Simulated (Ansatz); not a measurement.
**C₃H₉ClTi: up Jacob's ladder to CCSD(T)**

The task here is to estimate one member of a computed series from the others.

The runs use Ansatz 0.2.0, Gaussian basis; functionals in def2-TZVPP, the program's frozen cores in correlated methods.

The runs, in order: LDA (SPW92), PBE-D4, revPBE-D4, BLYP-D4, r2SCAN-D4, B97M-V, PBE0-D4, B3LYP-D4, r2SCANh-D4, r2SCAN0-D4, HSE06-D4, BHLYP-D4, CAM-B3LYP-D4, LC-ωPBE, ωB97X-V, ωB97M-V, B2PLYP, PBE-QIDH; CCSD(T)/def2-SVP; MP2/def2-TZVPP; MP2/def2-QZVPP; RPA on PBE.

## The relaxed structure

All runs share one geometry, relaxed beforehand with PBE0-D4 in a triple-zeta def2 set.

SMILES `[CH3][Ti]([CH3])([CH3])[Cl]`, 14 atoms, charge 0, spin multiplicity 1.

Atoms are counted from 1 here; the program's logs count them from 0.

Bond lengths: C1–Ti2 2.049 Å, C1–H6 1.095 Å, C1–H7 1.096 Å, C1–H8 1.095 Å, Ti2–C3 2.049 Å, Ti2–C4 2.049 Å, Ti2–Cl5 2.209 Å, C3–H9 1.095 Å, C3–H10 1.096 Å, C3–H11 1.095 Å, C4–H12 1.096 Å, C4–H13 1.095 Å, C4–H14 1.095 Å. Angles: Ti2–C1–H6 110.5°, Ti2–C1–H7 109.3°, Ti2–C1–H8 109.7°, H6–C1–H7 109.2°, H6–C1–H8 109.0°, H7–C1–H8 109.1°, C1–Ti2–C3 106.9°, C1–Ti2–C4 106.9°, C1–Ti2–Cl5 111.9°, C3–Ti2–C4 106.9°, C3–Ti2–Cl5 111.9°, C4–Ti2–Cl5 111.9°, Ti2–C3–H9 109.7°, Ti2–C3–H10 109.3°, Ti2–C3–H11 110.5°, H9–C3–H10 109.1°, H9–C3–H11 109.0°, H10–C3–H11 109.2° and more.

The first run:

in.yaml

```yaml
crystal:
  periodic: [false, false, false]
  atoms:
    - {symbol: C, position_ang: [-1.790433, 0.658100, -0.068154]}
    - {symbol: Ti, position_ang: [0.194275, 0.321732, -0.450333]}
    - {symbol: C, position_ang: [1.211873, 0.732320, 1.280034]}
    - {symbol: C, position_ang: [0.401189, -1.686365, -0.800973]}
    - {symbol: Cl, position_ang: [0.925372, 1.535285, -2.145781]}
    - {symbol: H, position_ang: [-2.376152, 0.583969, -0.989939]}
    - {symbol: H, position_ang: [-2.151496, -0.086536, 0.650187]}
    - {symbol: H, position_ang: [-1.919686, 1.659198, 0.357116]}
    - {symbol: H, position_ang: [2.232156, 0.340132, 1.209656]}
    - {symbol: H, position_ang: [0.700482, 0.253331, 2.122586]}
    - {symbol: H, position_ang: [1.256206, 1.812499, 1.451681]}
    - {symbol: H, position_ang: [0.202979, -2.237378, 0.125286]}
    - {symbol: H, position_ang: [1.415155, -1.912849, -1.145688]}
    - {symbol: H, position_ang: [-0.315018, -2.002639, -1.566978]}
basis:
  gaussian: {orbitals: def2-TZVPP}
hamiltonian: {xc: lda}
output: {orbitals: {seedname: orbitals}}
```

Command:

```console
$ ansatz run in.yaml --threads 4 --pin off --events-out ev --progress --plain --max-ram 11315MiB
```

Among the steps run: LDA; PBE-D4 (GGA); revPBE-D4 (GGA); BLYP-D4 (GGA); r2SCAN-D4 (meta-GGA); B97M-V (meta-GGA); PBE0-D4 (hybrid); B3LYP-D4 (hybrid); r2SCANh-D4 (hybrid); r2SCAN0-D4 (hybrid); HSE06-D4 (hybrid); BHLYP-D4 (hybrid); CAM-B3LYP-D4 (range-separated); LC-ωPBE (range-separated); ωB97X-V (range-separated); ωB97M-V (range-separated); B2PLYP (double hybrid); PBE-QIDH (double hybrid).

One table of the session follows, with a row left open; its other results are not shown here.

It belongs to the step «Orbital energies across the functionals». 

```
  functional  HOMO (eV)  LUMO (eV)  gap (eV)
 LDA (SPW92)      -6.68      -3.44      3.23
      PBE-D4      -6.57      -3.19      3.39
   revPBE-D4      -6.53      -3.10      3.43
     BLYP-D4          ?          ?         ?
   r2SCAN-D4      -6.90      -2.98      3.92
      B97M-V      -7.01      -2.90      4.11
     PBE0-D4      -8.01      -1.95      6.05
    B3LYP-D4      -7.76      -2.25      5.52
  r2SCANh-D4      -7.42      -2.52      4.91
  r2SCAN0-D4      -8.22      -1.82      6.40
    HSE06-D4      -7.60      -2.34      5.26
    BHLYP-D4      -9.32      -0.57      8.75
CAM-B3LYP-D4      -9.47      -0.78      8.68
     LC-ωPBE     -10.92       0.36     11.29
     ωB97X-V     -10.54       0.35     10.88
     ωB97M-V     -10.40       0.33     10.74
```

Q: Estimate the row for BLYP-D4 from the others.

Worked estimate for «HOMO (eV)». Against the share of exact exchange, B3LYP-D4 (0.2, -7.76), BHLYP-D4 (0.5, -9.32) give a slope of -5.20 per unit share; at 0 the line stands at -6.72.

**Answer.** HOMO (eV): -6.46; LUMO (eV): -3.06; gap (eV): 3.40. In «HOMO (eV)» the line misses by -0.26.
